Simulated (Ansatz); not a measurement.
## BiTe in Ansatz: the effect of target pressure

Crystal: BiTe.

```
CELL_PARAMETERS angstrom
0.00000 3.23500 3.23500
3.23500 0.00000 3.23500
3.23500 3.23500 0.00000
ATOMIC_POSITIONS crystal
Bi 0.00000 0.00000 0.00000
Te 0.50000 0.50000 0.50000
```

Alike in all runs:

```yaml
Program: Ansatz 0.2.0
Task: relaxation of cell and atoms
Functional: r2SCAN
Potentials_or_basis: Ansatz PAW
Cutoff: "500 eV (not typed: the program's choice for these potentials)"
k_mesh: 7 × 7 × 7
Occupations: fermi-dirac, width 0.05 eV
Spin: no spin polarisation
```

Each run relaxes the cell or the atoms first.

```tsv
target pressure	relaxed volume (Å³/atom)
0 GPa	33.93
2 GPa	?
5 GPa	31.27
10 GPa	29.39
20 GPa	26.84
30 GPa	25.11
```

Problem. What does the run with target pressure 2 GPa give?

Solution. Relaxed volume 32.72 Å³/atom.

Worked out: In Murnaghan's law V^(-B') rises as a straight line in P. The other rows fit best with B' = 4.0, V0 = 33.94 Å³/atom and B0 = 51 GPa, which gives 32.74 Å³/atom at 2 GPa, against the run's 32.72.

Caveats: the plane-wave basis is chosen anew once the cell has moved, so the energies of steps on either side of that aren't comparable; the PAW data sets come from PBE, with cores solved anew for the run's functional, which leaves a small shift of forces and pressure; the volume moved by over 15 % at a fixed basis, so the end points are rough (some runs).
